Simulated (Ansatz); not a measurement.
# GeNH₃+ (doublet): from Hartree-Fock to the top rungs, cc-pVDZ

One table from this session's results is given with a row withheld; the runs are named, their logs left out.

The runs use Ansatz 0.2.0, Gaussian basis; cc-pVDZ, core rule «outside noble gas», up to 15 orbitals frozen.

The runs, in order: UHF; CCSD(T) on ROHF; CCSD(T) on UHF; BCCD(T) on ROHF; CISD; CCSDT(Q) on ROHF; CCSDT(Q) on UHF.

20 further runs of the same task are left out: 1 for a known fault of the program, 8 that didn't finish, 11 set aside as unsound or not needed.

## What is computed

The geometry is a PBE0/def2-TZVP stationary point (not a proven minimum) of the parent state, kept for this charge and spin. No spin-orbit coupling is included. The filled d shell of Ge may be among the frozen orbitals whatever the setting's name suggests; the logs give the count.

5 atoms, charge 1, spin multiplicity 2.

Atoms are counted from 1 here; the program's logs count them from 0.

Bond lengths: Ge1–N2 1.848 Å, Ge1–H3 1.560 Å, N2–H4 1.011 Å, N2–H5 1.011 Å. Angles: N2–Ge1–H3 112.8°, Ge1–N2–H4 116.0°, Ge1–N2–H5 116.0°, H4–N2–H5 109.5°.

Geometry (Å):

```xyz
5
charge 1, multiplicity 2
Ge    0.0000    0.0444    0.3304
N     0.0000   -0.1595   -1.5058
H     0.0000   -1.3184    1.0907
H     0.8260    0.1677   -1.9887
H    -0.8260    0.1677   -1.9887
```

Set-up of the first run:

in.yaml

```yaml
crystal:
  periodic: [false, false, false]
  atoms:
    - {symbol: Ge, position_ang: [0.000000, 0.044402, 0.330415]}
    - {symbol: N, position_ang: [0.000000, -0.159538, -1.505832]}
    - {symbol: H, position_ang: [0.000001, -1.318371, 1.090661]}
    - {symbol: H, position_ang: [0.825986, 0.167726, -1.988690]}
    - {symbol: H, position_ang: [-0.825986, 0.167724, -1.988690]}
basis:
  gaussian: {orbitals: cc-pVDZ}
total_charge: 1
magnetization: {spin_polarized: true, initial_magnetization: 1}
hamiltonian: {xc: hf}
output: {orbitals: {seedname: orbitals}}
```

Command:

```
$ ansatz run in.yaml --threads 1 --pin off --events-out ev --progress --plain --max-ram 2393MiB
```

Among the steps run: UHF; CCSD(T) on ROHF; CCSD(T) on UHF; BCCD(T) on ROHF; CISD; CCSDT(Q) on ROHF; CCSDT(Q) on UHF.

One table of the session follows, with a row left open; its other results are not shown here.

```
   method  from UCCSDT(Q) (kJ/mol)
     ROHF                   +725.0
      UHF                   +703.0
     RMP2                    +93.8
     UMP2                    +98.2
    RCCSD                    +25.9
    UCCSD                    +24.1
 RCCSD(T)                     +4.4
 UCCSD(T)                     +4.4
  BCCD(T)                     +4.4
   RCCSDT                     +2.2
   UCCSDT                        ?
RCCSDT(Q)                     +0.3
UCCSDT(Q)                        0
```

Q: Estimate the row for UCCSDT from the others.

As computed: from UCCSDT(Q) (kJ/mol): +1.9. In the column «from UCCSDT(Q) (kJ/mol)» it lies between RCCSDT(Q) (+0.3) and RCCSDT (+2.2).

Not comparable, so not listed: CISD (they don't share determinant, frozen orbitals or solution with the rows shown, or repeat one).

Caveats from the session: Restricted and unrestricted rows rest on different reference determinants; where their highest levels disagree by more than a few hundredths of an eV, they describe different states and don't form one ladder.
